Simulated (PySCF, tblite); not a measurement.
# C₇H₁₃P: geometry, infrared bands and NMR shifts

What infrared bands and NMR shifts should C₇H₁₃P (`CC1=C(C)P1C(C)C`) show?

The runs use tblite 0.8.0 and PySCF 2.14.0, with density-fitted response routines of our own; the level of theory stands in each step. All values are computed, except where a source is named. Atoms are numbered from 0 throughout.

**1. The molecule as given**

21 atoms, charge 0, multiplicity 1; geometry from: force field or distance geometry start.

Bonds of the start (Å): C0–C1 1.43, C1–C2 1.31, C2–C3 1.44, C2–P4 1.78, P4–C5 1.85, C5–C6 1.53, C5–C7 1.54, P4–C1 1.78, C0–H8 1.09, C0–H9 1.11, C0–H10 1.09, C3–H11 1.11, C3–H12 1.08, C3–H13 1.09, C5–H14 1.10, C6–H15 1.08, C6–H16 1.10, C6–H17 1.10, C7–H18 1.09, C7–H19 1.09, C7–H20 1.09.

**2. Relaxing the molecule with GFN2-xTB**

Job settings and geometry (Å):

```
{"job": {"kind": "relax", "xc": "GFN2-xTB", "basis": "xTB"}, "charge": 0, "multiplicity": 1}
C     -1.945100     1.933000     0.006700
C     -1.260800     0.794400    -0.530500
C     -1.308000    -0.486400    -0.800600
C     -2.123900    -1.671000    -0.802600
P      0.279500     0.198100    -1.205600
C      1.220900    -0.200100     0.341200
C      2.281700    -1.263600     0.041600
C      1.898800     1.062900     0.907400
H     -2.010200     2.729900    -0.738000
H     -2.978400     1.672000     0.307700
H     -1.444200     2.331800     0.886900
H     -1.658400    -2.461900    -0.184800
H     -2.258800    -2.067800    -1.797700
H     -3.112100    -1.481300    -0.382000
H      0.549100    -0.593000     1.112500
H      3.004200    -0.924800    -0.689900
H      2.836700    -1.520400     0.957900
H      1.818900    -2.193000    -0.330300
H      2.596100     1.501900     0.193500
H      1.158300     1.826600     1.165200
H      2.446900     0.829700     1.820800
```

On the command line:

```bash
> OMP_NUM_THREADS=1 python probes_run.py task.json out
```

The driver reads the jobs from task.json and runs them one after another.

**Question.** This job is followed by: GFN2-xTB harmonic vibrations, gas phase; GIAO PBE0/pcSseg-1 NMR shielding, non-relativistic, gas phase. Predict these results of the whole session: strongest single infrared mode (GFN2-xTB); zero-point energy (GFN2-xTB); 13C shifts against TMS (PBE0/pcSseg-1, means over atoms taken as alike); 1H shifts against TMS (PBE0/pcSseg-1, means over atoms taken as alike); 31P shifts against H3PO4 (PBE0/pcSseg-1).

**Answer**, as computed:

| quantity | value |
| --- | --- |
| strongest single infrared mode (GFN2-xTB) | 3004 cm⁻¹, 101 km/mol |
| zero-point energy (GFN2-xTB) | 111.5 kcal/mol |
| 13C shifts against TMS (PBE0/pcSseg-1, means over atoms taken as alike) | 133.2, 48.2, 23.0, 15.5 ppm |
| 1H shifts against TMS (PBE0/pcSseg-1, means over atoms taken as alike) | 2.51, 1.04, 0.33 ppm |
| 31P shifts against H3PO4 (PBE0/pcSseg-1) | -184.6 ppm |

In words: The optimisation took 95 steps and gained 0.194 eV; among the close pairs (by a distance rule), C2–P4 changed most, from 1.776 to 1.844 Å. No mode is imaginary among the 57: a minimum at this level. Unscaled tight-binding wavenumbers are off by several per cent, some by more. Its intensities can rank the bands wrongly. The most deshielded carbon is C1, C2 (mean) (fully substituted alkene carbon), at 133.2 ppm: as expected for a trigonal carbon in a double bond. H8, H9, H10, H11, H12, H13 (mean) (hydrogen on an allylic methyl carbon) lies farthest downfield among hydrogen, at 2.51 ppm; allylic position. At PBE0/pcSseg-1: The largest span, 760 ppm, is at P4, where the paramagnetic term is -465 ppm.
